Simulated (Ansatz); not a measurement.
# FH3OSiSn: up Jacob's ladder to CCSD(T)

Aim: compute FH3OSiSn with functionals from several rungs and with coupled cluster. The yardstick is the atomisation energy at the CCSD(T) limit.

Program: Ansatz 0.2.0, Gaussian basis. Level of theory: functionals in def2-TZVPP, the program's frozen cores in correlated methods. These are calculated values, not measurements.

Levels to be run: LDA (SPW92), PBE-D4, revPBE-D4, BLYP-D4, r2SCAN-D4, B97M-V, PBE0-D4, B3LYP-D4, r2SCANh-D4, r2SCAN0-D4, HSE06-D4, BHLYP-D4, CAM-B3LYP-D4, LC-ωPBE, ωB97X-V, ωB97M-V, B2PLYP, PBE-QIDH; CCSD(T)/def2-SVP; CCSD(T)/def2-TZVPP; CCSD(T)/def2-QZVPP; extrapolation to the limit; RPA on PBE.

### Step 1. Structure used throughout

The geometry comes from an earlier relaxation with PBE0-D4 in a triple-zeta def2 set; it is a stationary point, not always the lowest conformer. Sn takes the def2 core potential; no spin-orbit term is included.

SMILES `[F][Sn][O][SiH3]`, 7 atoms, charge 0, spin multiplicity 1.

Atoms are counted from 1 here; the program's logs count them from 0.

Bond lengths: F1–Sn2 1.945 Å, Sn2–O3 1.961 Å, O3–Si4 1.641 Å, Si4–H5 1.488 Å, Si4–H6 1.488 Å, Si4–H7 1.487 Å. Angles: F1–Sn2–O3 95.4°, Sn2–O3–Si4 140.3°, O3–Si4–H5 111.1°, O3–Si4–H6 111.1°, O3–Si4–H7 108.5°, H5–Si4–H6 108.7°, H5–Si4–H7 108.6°, H6–Si4–H7 108.6°.

### Step 2. LDA

This LDA is Slater exchange with PW92 correlation.

Contents of in.yaml:

```yaml
crystal:
  periodic: [false, false, false]
  atoms:
    - {symbol: F, position_ang: [-1.710442, -1.987189, 0.024951]}
    - {symbol: Sn, position_ang: [0.149642, -2.468844, 0.323750]}
    - {symbol: O, position_ang: [0.838937, -0.638448, 0.178942]}
    - {symbol: Si, position_ang: [0.309237, 0.892160, -0.082608]}
    - {symbol: H, position_ang: [-0.343299, 1.013235, -1.414118]}
    - {symbol: H, position_ang: [-0.661134, 1.310308, 0.964687]}
    - {symbol: H, position_ang: [1.478159, 1.810678, -0.041203]}
basis:
  gaussian: {orbitals: def2-TZVPP}
hamiltonian: {xc: lda}
output: {orbitals: {seedname: orbitals}}
```

Command:

```
$ ansatz run in.yaml --threads 2 --pin off --events-out ev --progress --plain --max-ram 32768MiB --backend cpu
```

The runs that follow: PBE-D4 (GGA); revPBE-D4 (GGA); BLYP-D4 (GGA); r2SCAN-D4 (meta-GGA); B97M-V (meta-GGA); PBE0-D4 (hybrid); B3LYP-D4 (hybrid); r2SCANh-D4 (hybrid); r2SCAN0-D4 (hybrid); HSE06-D4 (hybrid); BHLYP-D4 (hybrid); CAM-B3LYP-D4 (range-separated); LC-ωPBE (range-separated); ωB97X-V (range-separated); ωB97M-V (range-separated); B2PLYP (double hybrid); PBE-QIDH (double hybrid); CCSD(T) in def2-SVP; CCSD(T) in def2-TZVPP; CCSD(T) in def2-QZVPP; RPA on PBE orbitals.

Before running them: what should the planned runs give, taken together? Wanted: atomisation energy, CCSD(T)/CBS; farthest beyond LDA; mean size of error, GGA; mean size of error, meta-GGA; mean size of error, hybrid; mean size of error, range-separated; mean size of error, double hybrid; gap, smallest and largest; T1 diagnostic.

The runs gave:

| quantity | value |
| --- | --- |
| atomisation energy, CCSD(T)/CBS | 2366.7 kJ/mol |
| functionals within 23.7 kJ/mol (1.0 %) | PBE-D4, BLYP-D4, B97M-V, CAM-B3LYP-D4, ωB97X-V |
| farthest beyond LDA | BHLYP-D4 (-119.8 kJ/mol) |
| mean size of error, GGA | 34.7 kJ/mol |
| mean size of error, meta-GGA | 19.1 kJ/mol |
| mean size of error, hybrid | 79.4 kJ/mol |
| mean size of error, range-separated | 30.3 kJ/mol |
| mean size of error, double hybrid | 70.1 kJ/mol |
| gap, smallest and largest | 3.68 eV (LDA (SPW92)), 10.40 eV (LC-ωPBE) |
| T1 diagnostic | 0.0163 |
| triples share of the correlation energy | 3.2 % |

In words: The LDA atomisation energy is off by 297.1 kJ/mol (13 %): it overbinds. PBE-D4 is off by -13.9 kJ/mol. Double hybrids carry the basis error of their MP2 part in triple zeta, and no dispersion term here, so their miss is partly the set-up's. By mean error the best rung here is meta-GGA (19.1 kJ/mol) and the worst beyond LDA is hybrid (79.4 kJ/mol). The gap between the best rungs is small, so their order is not settled. The mean of the hybrids holds BHLYP, with half exact exchange. Misses under about 23.7 kJ/mol are within the doubt on the reference itself, which lacks core-valence correlation, spin-orbit coupling and higher excitations, and its outer-core shells are covered unevenly. All levels share the lack of spin-orbit coupling, which lowers the free heavy atoms and so the true binding. Hartree-Fock recovers 69 % of the binding; the rest is correlation. CCSD(T) in def2-SVP is off by -240.9 kJ/mol, so the small basis spoils what the method gains. Orbital gaps span 3.7 to 10.4 eV; exact exchange widens them. Correlated methods include outer-core shells of Sn, which these sets cover unevenly.
